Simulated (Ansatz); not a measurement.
Ga3Se:

```
Se Ga
1.0
     4.43246    0.00000    0.00000
     0.00000    4.43246    0.00000
     0.00000    0.00000    4.43246
Se Ga
1 3
Direct
  0.00000 0.00000 0.00000
  0.50000 0.50000 0.00000
  0.50000 0.00000 0.50000
  0.00000 0.50000 0.50000
```

The cell comes from a database or a generator and needn't be the stable form of this composition.

Base run:

| Quantity | Value |
| --- | --- |
| Program | Ansatz 0.2.0 |
| Functional | RPBE |
| Potentials or basis | Ansatz PAW |
| Cutoff | 420 eV |
| Density cutoff | 1680 eV |
| k mesh | 4 × 4 × 4 |
| Occupations | fermi-dirac, width 0.05 eV |
| Spin | no spin polarisation |

Its results: band gap on the k mesh none (metal or under the smearing width); pressure 1.5 GPa.

**Question.** The run is repeated on the same cell with these changes: functional from RPBE to PBEsol. What comes out?

**Answer.** Band gap on the k mesh none (metal or under the smearing width); pressure -3.2 GPa.

PBEsol binds more tightly than RPBE, so the same cell stands under less pressure.

Caveats: the PAW data sets come from PBE, with cores solved anew for the run's functional, which leaves a small shift of forces and pressure; the potentials were made for another functional, which shifts forces and pressure (some runs).

Not every run made on this cell is shown here.
